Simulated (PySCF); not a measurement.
# InSe at other levels of theory

Starting from one script, swap the method and compare what comes out for InSe.

Method: method and basis as typed in the scripts; program: PySCF 2.14.0.

3 further runs of the same task are left out: 1 for a known fault of the program, 2 that didn't finish.

## 1. Starting geometry

InSe: 2 atoms, charge 0, spin multiplicity 2.

Bond lengths: In1–Se2 2.505 Å.

## 2. Base script

input.py

```python
from pyscf import gto, scf, mp

mol = gto.M(
    atom='In 0 0 0; Se 0 0 2.505',
    basis='ano-rcc-vdzp',
    charge=0,
    spin=1,
    symmetry=True,
    verbose=4,
)
mf = scf.UHF(mol)
mf = mf.sfx2c1e()
mf.kernel()
mp.MP2(mf, frozen=27).kernel()
mf.dip_moment()
print('orbital energies (hartree):', [e[max(0, n-3):n+3].round(4) for e, n in zip(mf.mo_energy, mol.nelec)])
```

Launch:

```console
> OMP_NUM_THREADS=1 python input.py
```

## 3. Frozen orbitals 28

Variant 1 changes frozen orbitals: 27 → 28.

Changes to input.py since step 2:

```diff
@@ -13,3 +13,3 @@
 mf.kernel()
-mp.MP2(mf, frozen=27).kernel()
+mp.MP2(mf, frozen=28).kernel()
 mf.dip_moment()
```

## 4. ROHF

Variant 2 changes SCF type: UHF → ROHF.

input.py

```python
from pyscf import gto, scf, mp

mol = gto.M(
    atom='In 0 0 0; Se 0 0 2.505',
    basis='ano-rcc-vdzp',
    charge=0,
    spin=1,
    symmetry=True,
    verbose=4,
)
mf = scf.ROHF(mol)
mf = mf.sfx2c1e()
mf.kernel()
mp.MP2(mf, frozen=27).kernel()
mf.dip_moment()
print('orbital energies (hartree):', mf.mo_energy[..., max(0, mol.nelec[1]-3):mol.nelec[0]+3].round(4))
```

Q: Predict the outcome of this session. Wanted: for each run, E(SCF); from base; gap, α spin; SCF dipole; after the SCF.

**Answer**, as computed:

```
               run  E(SCF) (hartree)  from base (eV)  cycles  gap, α spin (eV)  SCF dipole (D)                            after the SCF
              base      -8306.333442               0      15              9.28            5.17  MP2 correlation -13.631 eV, core frozen
frozen orbitals 28      -8306.333442          0.0000      15              9.28            5.17  MP2 correlation -13.480 eV, core frozen
              ROHF      -8306.325424         +0.2182      12               n/a            5.03  MP2 correlation -13.841 eV, core frozen
```

What this shows: Total energies from different bases, Hamiltonians or methods carry different errors, so properties are taken as differences within one set-up.
